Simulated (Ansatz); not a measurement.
**CH6BNOSi: basis-set convergence**

An exercise on one series of results from a longer session: the logs are not shown, and one member is left open.

Computed with Ansatz 0.2.0, Gaussian basis. Level: one geometry, several basis sets.

Plan: PBE0-D4/def2-SVP; ωB97M-V/def2-SVP; PBE0-D4/def2-QZVPP; ωB97M-V/def2-QZVPP; the functionals' def2-TZVPP values are taken from earlier runs.

### Structure used throughout

An earlier PBE0-D4 in a triple-zeta def2 set relaxation fixed the geometry.

11 atoms, charge 0, spin multiplicity 1.

Atoms are counted from 1 here; the program's logs count them from 0.

Bond lengths: B1–Si2 1.975 Å, B1–N3 1.588 Å, B1–H6 1.199 Å, B1–H7 1.198 Å, Si2–N3 1.885 Å, Si2–O5 1.695 Å, Si2–H8 1.493 Å, N3–C4 1.475 Å, N3–H9 1.008 Å, C4–O5 1.415 Å, C4–H10 1.095 Å, C4–H11 1.094 Å. Angles: Si2–B1–N3 62.8°, Si2–B1–H6 112.4°, Si2–B1–H7 118.8°, N3–B1–H6 110.4°, N3–B1–H7 116.1°, H6–B1–H7 121.9°, B1–Si2–N3 48.5°, B1–Si2–O5 105.5°, B1–Si2–H8 136.0°, N3–Si2–O5 77.8°, N3–Si2–H8 115.5°, O5–Si2–H8 109.7°, B1–N3–Si2 68.7°, B1–N3–C4 117.4°, B1–N3–H9 121.3°, Si2–N3–C4 85.1°, Si2–N3–H9 132.9°, C4–N3–H9 118.1° and more.

Set-up of the first run:

The input, in.yaml:

```yaml
crystal:
  periodic: [false, false, false]
  atoms:
    - {symbol: B, position_ang: [-1.439149, 0.079726, 0.209541]}
    - {symbol: Si, position_ang: [-0.120134, -1.375885, 0.003825]}
    - {symbol: N, position_ang: [0.079648, 0.427513, 0.515346]}
    - {symbol: C, position_ang: [0.999502, 0.520333, -0.633366]}
    - {symbol: O, position_ang: [1.011003, -0.807070, -1.122992]}
    - {symbol: H, position_ang: [-2.061231, -0.009027, 1.230600]}
    - {symbol: H, position_ang: [-1.905897, 0.579231, -0.774102]}
    - {symbol: H, position_ang: [0.525986, -2.375820, 0.904652]}
    - {symbol: H, position_ang: [0.352295, 0.870116, 1.378580]}
    - {symbol: H, position_ang: [0.624909, 1.216108, -1.390747]}
    - {symbol: H, position_ang: [1.998468, 0.817874, -0.300737]}
basis:
  gaussian: {orbitals: def2-SVP}
hamiltonian: {xc: pbe0, dispersion: d4}
output: {orbitals: {seedname: orbitals}}
```

Among the steps run: PBE0-D4 in def2-SVP; ωB97M-V in def2-SVP; PBE0-D4 in def2-QZVPP; ωB97M-V in def2-QZVPP.

One table of the session follows, with a row left open; its other results are not shown here.

It belongs to the step «Functionals by basis». 

| functional | basis | HOMO (eV) |
| --- | --- | --- |
| PBE0-D4 | def2-SVP | -6.48 |
| PBE0-D4 | def2-TZVPP | -6.53 |
| PBE0-D4 | def2-QZVPP | -6.55 |
| ωB97M-V | def2-SVP | -8.55 |
| ωB97M-V | def2-TZVPP | ? |
| ωB97M-V | def2-QZVPP | -8.64 |

Q: Estimate the row for ωB97M-V, def2-TZVPP from the others.

**Answer.** HOMO (eV): -8.62. In the column «HOMO (eV)» it lies between ωB97M-V, def2-QZVPP (-8.64) and ωB97M-V, def2-SVP (-8.55).
